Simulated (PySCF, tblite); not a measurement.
**C5H10Si: geometry, infrared bands and NMR shifts**

What infrared bands and NMR shifts should C5H10Si (`C=CC(=C)C[SiH3]`) show?

The runs use tblite 0.8.0 and PySCF 2.14.0, with density-fitted response routines of our own; the level of theory stands in each step. All values are computed, except where a source is named. Atoms count from 0, in the outputs and in this text.

## 1. The molecule as given

16 atoms, charge 0, multiplicity 1; geometry from: force field or distance geometry start.

Bonds of the start (Å): C0–C1 1.35, C1–C2 1.44, C2–C3 1.36, C2–C4 1.52, C4–Si5 1.88, C0–H6 1.08, C0–H7 1.07, C1–H8 1.09, C3–H9 1.07, C3–H10 1.08, C4–H11 1.10, C4–H12 1.09, Si5–H13 1.48, Si5–H14 1.49, Si5–H15 1.47.

## 2. Relaxing the molecule with GFN2-xTB

Job settings and geometry (Å):

```
{"job": {"kind": "relax", "xc": "GFN2-xTB", "basis": "xTB"}, "charge": 0, "multiplicity": 1}
C      1.237400    -0.946300     1.845900
C      0.935400     0.323600     1.497500
C      0.398800     0.780300     0.244100
C      0.246700     2.114300     0.031700
C      0.028200    -0.196600    -0.855000
Si    -1.637800    -1.049900    -0.707200
H      1.641400    -1.158000     2.824300
H      1.085600    -1.785100     1.191500
H      1.148800     1.084900     2.254600
H     -0.145000     2.500300    -0.889800
H      0.509100     2.838100     0.795100
H      0.016100     0.330200    -1.823700
H      0.815700    -0.945100    -0.959100
H     -2.735500    -0.058800    -0.645000
H     -1.687400    -1.912300     0.501000
H     -1.865200    -1.910800    -1.881200
```

On the command line:

```
$ OMP_NUM_THREADS=1 python probes_run.py task.json out
```

This one command runs all jobs of the session in turn.

**Question.** This job is followed by: GFN2-xTB harmonic vibrations, gas phase; GIAO PBE0/pcSseg-1 NMR shielding, non-relativistic, gas phase. Predict these results of the whole session: strongest single infrared mode (GFN2-xTB); zero-point energy (GFN2-xTB); ¹³C shifts against TMS (PBE0/pcSseg-1); ¹H shifts against TMS (PBE0/pcSseg-1, means over atoms taken as alike); ²⁹Si shifts against TMS (PBE0/pcSseg-1); surface potential, 1st and 99th percentile.

The runs gave:

| quantity | value |
| --- | --- |
| strongest single infrared mode (GFN2-xTB) | 796 cm⁻¹, 369 km/mol |
| zero-point energy (GFN2-xTB) | 78.5 kcal/mol |
| ¹³C shifts against TMS (PBE0/pcSseg-1) | 152.3, 145.5, 123.7, 121.4, 16.4 ppm |
| ¹H shifts against TMS (PBE0/pcSseg-1, means over atoms taken as alike) | 6.58, 5.51, 5.42, 5.34, 5.26, 3.96, 2.01 ppm |
| ²⁹Si shifts against TMS (PBE0/pcSseg-1) | -64.6 ppm |
| surface potential, 1st and 99th percentile | -0.67 V and 0.91 V |

In words: Relaxing lowered the energy by 0.102 eV in 46 steps; the close pair that moved most is C4–Si5, from 1.878 to 1.910 Å. No mode is imaginary among the 42: a minimum at this level. The strongest single mode, at 796 cm⁻¹, is carried by H13, H14, H15, Si5. Unscaled tight-binding wavenumbers are off by several per cent, some by more. Its intensities can rank the bands wrongly. The most deshielded hydrogen is H8 (hydrogen on an alkene CH), at 6.58 ppm: a vinylic proton, deshielded by the sp2 carbon and the C=C anisotropy. At PBE0/pcSseg-1: Shielding is most anisotropic at C2 (span 243 ppm, paramagnetic term -226 ppm). At PBE0/pcSseg-1, counted by nearest atom on the grid, the HOMO lies on C3 30 %; C0 20 %, the LUMO on C0, C3 about 21 % each; C1, C2 about 14 % each.
